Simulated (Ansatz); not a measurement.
**C₄H₄F₄: how energies converge with the basis set**

An exercise on one series of results from a longer session: the logs are not shown, and one member is left open.

Method: one geometry, several basis sets; program: Ansatz 0.2.0, Gaussian basis.

Levels to be run: PBE0-D4/def2-SVP; ωB97M-V/def2-SVP; PBE0-D4/def2-QZVPP; ωB97M-V/def2-QZVPP; the functionals' def2-TZVPP values are taken from earlier runs.

### The geometry

The geometry comes from an earlier relaxation with PBE0-D4 in a triple-zeta def2 set; it is a stationary point, not always the lowest conformer.

SMILES `FC(F)/C=C\C(F)F`, 12 atoms, charge 0, spin multiplicity 1.

Atoms are counted from 1 here; the program's logs count them from 0.

Bond lengths: F1–C2 1.356 Å, C2–F3 1.360 Å, C2–C4 1.498 Å, C2–H9 1.094 Å, C4–C5 1.324 Å, C4–H10 1.084 Å, C5–C6 1.498 Å, C5–H11 1.084 Å, C6–F7 1.360 Å, C6–F8 1.356 Å, C6–H12 1.094 Å. Angles: F1–C2–F3 107.4°, F1–C2–C4 109.2°, F1–C2–H9 108.0°, F3–C2–C4 110.8°, F3–C2–H9 107.6°, C4–C2–H9 113.7°, C2–C4–C5 125.2°, C2–C4–H10 114.7°, C5–C4–H10 120.1°, C4–C5–C6 125.2°, C4–C5–H11 120.1°, C6–C5–H11 114.7°, C5–C6–F7 110.8°, C5–C6–F8 109.2°, C5–C6–H12 113.7°, F7–C6–F8 107.4°, F7–C6–H12 107.6°, F8–C6–H12 108.0°.

Set-up of the first run:

in.yaml

```yaml
crystal:
  periodic: [false, false, false]
  atoms:
    - {symbol: F, position_ang: [2.331280, 0.914686, 1.299882]}
    - {symbol: C, position_ang: [1.065628, 0.824387, 0.820704]}
    - {symbol: F, position_ang: [0.260163, 0.485993, 1.863519]}
    - {symbol: C, position_ang: [1.018703, -0.221667, -0.250218]}
    - {symbol: C, position_ang: [-0.085988, -0.749780, -0.753416]}
    - {symbol: C, position_ang: [-1.480484, -0.386039, -0.345322]}
    - {symbol: F, position_ang: [-1.644146, 0.964499, -0.333113]}
    - {symbol: F, position_ang: [-2.355362, -0.891372, -1.250218]}
    - {symbol: H, position_ang: [0.761990, 1.817748, 0.477517]}
    - {symbol: H, position_ang: [1.988440, -0.537672, -0.618467]}
    - {symbol: H, position_ang: [-0.022311, -1.514205, -1.519877]}
    - {symbol: H, position_ang: [-1.760913, -0.761777, 0.643007]}
basis:
  gaussian: {orbitals: def2-SVP}
hamiltonian: {xc: pbe0, dispersion: d4}
output: {orbitals: {seedname: orbitals}}
```

Started as:

```console
$ ansatz run in.yaml --threads 4 --pin off --events-out ev --progress --plain --max-ram 11315MiB
```

Steps of the session up to this table: PBE0-D4 in def2-SVP; ωB97M-V in def2-SVP; PBE0-D4 in def2-QZVPP; ωB97M-V in def2-QZVPP.

One table of the session follows, with a row left open; its other results are not shown here.

It belongs to the step «Density functionals: the series». 

| functional | basis | HOMO (eV) |
| --- | --- | --- |
| PBE0-D4 | def2-SVP | -8.70 |
| PBE0-D4 | def2-TZVPP | ? |
| PBE0-D4 | def2-QZVPP | -8.80 |
| ωB97M-V | def2-SVP | -10.97 |
| ωB97M-V | def2-TZVPP | -11.04 |
| ωB97M-V | def2-QZVPP | -11.07 |

**Question.** Estimate the row for PBE0-D4, def2-TZVPP.

The run gave: HOMO (eV): -8.77. In the column «HOMO (eV)» it lies between PBE0-D4, def2-QZVPP (-8.80) and PBE0-D4, def2-SVP (-8.70).
